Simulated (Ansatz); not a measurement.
**C2H6ClGaO: how energies converge with the basis set**

The task here is to estimate one member of a computed series from the others.

Program: Ansatz 0.2.0, Gaussian basis. Level of theory: one geometry, several basis sets. These are calculated values, not measurements.

Plan: PBE0-D4/def2-SVP; ωB97M-V/def2-SVP; PBE0-D4/def2-QZVPP; ωB97M-V/def2-QZVPP; the functionals' def2-TZVPP values are taken from earlier runs.

### Structure used throughout

The geometry comes from an earlier relaxation with PBE0-D4 in a triple-zeta def2 set; it is a stationary point, not always the lowest conformer.

SMILES `C[O][Ga]([CH3])[Cl]`, 11 atoms, charge 0, spin multiplicity 1.

Atoms are counted from 1 here; the program's logs count them from 0.

Bond lengths: C1–O2 1.404 Å, C1–H6 1.095 Å, C1–H7 1.095 Å, C1–H8 1.099 Å, O2–Ga3 1.776 Å, Ga3–C4 1.949 Å, Ga3–Cl5 2.139 Å, C4–H9 1.092 Å, C4–H10 1.089 Å, C4–H11 1.091 Å. Angles: O2–C1–H6 109.9°, O2–C1–H7 109.9°, O2–C1–H8 113.6°, H6–C1–H7 108.0°, H6–C1–H8 107.7°, H7–C1–H8 107.6°, C1–O2–Ga3 122.7°, O2–Ga3–C4 125.2°, O2–Ga3–Cl5 111.3°, C4–Ga3–Cl5 123.5°, Ga3–C4–H9 110.0°, Ga3–C4–H10 110.0°, Ga3–C4–H11 110.2°, H9–C4–H10 109.1°, H9–C4–H11 108.2°, H10–C4–H11 109.3°.

The first run:

File in.yaml:

```yaml
crystal:
  periodic: [false, false, false]
  atoms:
    - {symbol: C, position_ang: [-1.485007, -0.377025, -1.175353]}
    - {symbol: O, position_ang: [-1.521239, -0.028600, 0.184545]}
    - {symbol: Ga, position_ang: [-0.053490, 0.284072, 1.134593]}
    - {symbol: C, position_ang: [1.768872, 0.188750, 0.450492]}
    - {symbol: Cl, position_ang: [-0.528728, 0.789184, 3.157798]}
    - {symbol: H, position_ang: [-1.963758, -1.351078, -1.323301]}
    - {symbol: H, position_ang: [-2.036483, 0.363497, -1.764763]}
    - {symbol: H, position_ang: [-0.467682, -0.439583, -1.586570]}
    - {symbol: H, position_ang: [1.917452, 0.944964, -0.322756]}
    - {symbol: H, position_ang: [2.479729, 0.360251, 1.257884]}
    - {symbol: H, position_ang: [1.955535, -0.791431, 0.008132]}
basis:
  gaussian: {orbitals: def2-SVP}
hamiltonian: {xc: pbe0, dispersion: d4}
output: {orbitals: {seedname: orbitals}}
```

The run is started by

```bash
$ ansatz run in.yaml --threads 4 --pin off --events-out ev --progress --plain --max-ram 10444MiB
```

Steps of the session up to this table: PBE0-D4 in def2-SVP; ωB97M-V in def2-SVP; PBE0-D4 in def2-QZVPP; ωB97M-V in def2-QZVPP.

One of the session's tables, all rows but one given; the rest of the session is left out.

It belongs to the step «Functionals by basis». 

| functional | basis | HOMO (eV) |
| --- | --- | --- |
| PBE0-D4 | def2-SVP | -7.85 |
| PBE0-D4 | def2-TZVPP | ? |
| PBE0-D4 | def2-QZVPP | -8.02 |
| ωB97M-V | def2-SVP | -10.22 |
| ωB97M-V | def2-TZVPP | -10.38 |
| ωB97M-V | def2-QZVPP | -10.42 |

**Question.** Estimate the row for PBE0-D4, def2-TZVPP.

The run gave: HOMO (eV): -7.98. In the column «HOMO (eV)» it lies between PBE0-D4, def2-QZVPP (-8.02) and PBE0-D4, def2-SVP (-7.85).
